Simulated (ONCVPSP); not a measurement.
# Mn: generating and testing an ONCV potential

Task: generate the file, and judge it by its errors in other configurations, its logarithmic derivatives, its ghosts and its cutoff.

Program: ONCVPSP 4.0.1.1 (patched build). Reference atom: PBEsol, scalar-relativistic, spherical and spin-unpolarised. All values are calculated.

**1. Settings**

The settings as typed:

| Property | Result |
| --- | --- |
| element | manganese (Mn, Z = 25) |
| type | optimised norm-conserving Vanderbilt (ONCV) |
| frozen core | [Ne] |
| valence charge | 15 |
| reference configuration | 3s2 3p6 3d5 4s2 |
| partial waves | 3s+4s: rc 1.10 bohr, ncon 3, nbas 6, qcut 12.4 1/bohr, 3 projectors, debl 1.5 Ha; 3p: rc 1.45 bohr, ncon 5, nbas 9, qcut 9.9 1/bohr, 2 projectors, debl 0.7 Ha; 3d: rc 1.05 bohr, ncon 4, nbas 9, qcut 13.5 1/bohr, local |
| local potential | the d channel |
| core correction | Teter function, fcfact 3.75, rcfact 1.75 |

**2. Generation**

Contents of Mn.dat:

```
# ATOM AND REFERENCE CONFIGURATION
# atsym  z   nc   nv     iexc    psfile
  Mn 25.00    3    4  -116133      upf
#
#   n    l    f
    1    0    2.00
    2    0    2.00
    2    1    6.00
    3    0    2.00
    3    1    6.00
    3    2    5.00
    4    0    2.00
#
# PSEUDOPOTENTIAL AND OPTIMIZATION
# lmax
    2
#
#   l,   rc,      ep,       ncon, nbas, qcut
    0    1.10    0.00    3    6   12.40
    1    1.45    0.00    5    9    9.90
    2    1.05    0.00    4    9   13.50
#
# LOCAL POTENTIAL
# lloc, lpopt,  rc(5),   dvloc0
    2    5    1.05    0.00
#
# VANDERBILT-KLEINMAN-BYLANDER PROJECTORs
# l, nproj, debl
    0    3    1.50
    1    2    0.70
    2    0    3.60
#
# MODEL CORE CHARGE
# icmod, fcfact, rcfact
    3    3.75    1.75
#
# LOG DERIVATIVE ANALYSIS
# epsh1, epsh2, depsh
   -5.00    5.00    0.04
#
# OUTPUT GRID
# rlmax, drl
    6.00    0.01
#
# TEST CONFIGURATIONS
# ncnf
    4
# nvcnf
#   n    l    f
    4
    3    0    2.00
    3    1    6.00
    3    2    5.00
    4    0    1.00
#
    4
    3    0    2.00
    3    1    6.00
    3    2    5.00
    4    0    0.00
#
    4
    3    0    2.00
    3    1    6.00
    3    2    4.00
    4    0    0.00
#
    4
    3    0    1.00
    3    1    6.00
    3    2    5.00
    4    0    2.00
#
```

Started as:

```bash
$ oncvpsp.x < Mn.dat > Mn.out
```

Q: Predict the outcome of this session. Wanted: cutoffs for 1 and 0.1 mHa per electron, occupied waves; bound ghosts; GHOST(+) flags; largest test error; largest phase difference near zero energy, channels read; rms error of d²Exc/dn², without and with the model core; projector energies reset by the program.

**Answer**, as computed:

| quantity | value |
| --- | --- |
| cutoffs for 1 and 0.1 mHa per electron, occupied waves | 74 Ha and 83 Ha |
| bound ghosts | none found |
| GHOST(+) flags | s at 680 eV |
| largest test error (AE − PS) | -30 meV, for 3s1 3p6 3d5 4s2 |
| largest phase difference near zero energy, channels read | 0.002 rad |
| rms error of d²Exc/dn², without and with the model core | 2.00 and 1.75 mHa |
| projector energies reset by the program | p: -2.002, 0.250 Ha |

What this shows: By total energies transferability is fair: the largest error is 30 meV on 93.3 eV, for 3s1 3p6 3d5 4s2. That test lies far up in energy; among those under 40 eV, nearer to bonding, the largest error is 0.3 meV. By its cutoff, 74 Ha for the looser tolerance, it is very hard. At the looser tolerance the 3d wave is the slowest; 3s needs 52 Ha. It is free of bound ghosts as far as tested. Near zero energy the phases of the channels with partial waves agree within 0.002 rad. The program also flags highly localised states, GHOST(+) (s). All of this concerns the isolated atom, not yet a solid.
